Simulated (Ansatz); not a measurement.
# GeSb2O: the cost of one run

Computed with Ansatz 0.2.0 (DFT PBE, scalar-relativistic, plane waves, PAW, unless a step's input says otherwise).

## (1) The starting structure

Symmetry: Cmmm, No. 65, orthorhombic system. The conventional cell has a = 5.773 Å, b = 6.322 Å, c = 4.634 Å, α = 90.00°, β = 90.00°, γ = 90.00°. Ge (site symmetry mmm) is surrounded by 4 Sb at 2.81 Å. Sb (site symmetry m2m) is surrounded by 1 O at 1.58 Å. Around O (site symmetry mmm) lie 2 Sb at 1.58 Å.

Coordinates:

```
Ge Sb O
1.0
     2.88638   -3.16086    0.00000
     2.88638    3.16086    0.00000
     0.00000    0.00000    4.63369
Ge Sb O
1 2 1
Direct
  0.50000 0.50000 0.00000
  0.24918 0.75082 0.50000
  0.75082 0.24918 0.50000
  0.00000 0.00000 0.50000
```

Recipe of the guess: random cell by space group and Wyckoff sites (Cmmm, No. 65). Its size is a rough estimate.

## (2) A first look at the guess

The input, input.yaml:

```yaml
crystal:
  lattice:
    - [2.88637924, -3.16085514, 0.0]
    - [2.88637924, 3.16085514, 0.0]
    - [0.0, 0.0, 4.63368998]
  atoms:
    - { symbol: Ge, position: [0.5, 0.5, 0.0] }
    - { symbol: Sb, position: [0.24917954, 0.75082046, 0.5] }
    - { symbol: Sb, position: [0.75082046, 0.24917954, 0.5] }
    - { symbol: O, position: [0.0, 0.0, 0.5] }
basis:
  ecutwfc: 420
kpoints:
  mp_grid: { grid: [4, 4, 4] }
hamiltonian:
  xc: pbe
scf:
  occupations: { method: gaussian, width: 0.1 }
  lower_state_search: "off"
output:
  forces: true
  stress: true
  eigenvalues: true
```

On the command line:

```bash
$ ansatz run input.yaml --threads 1 --pin off --max-ram 2560MiB --backend cpu --events-out ev --progress --plain --runs-dir out
```

What time and memory should one allow on 1 thread of Intel Xeon at 2.70GHz, shared host?

About 3.3 s, with a peak of 0.39 GiB.
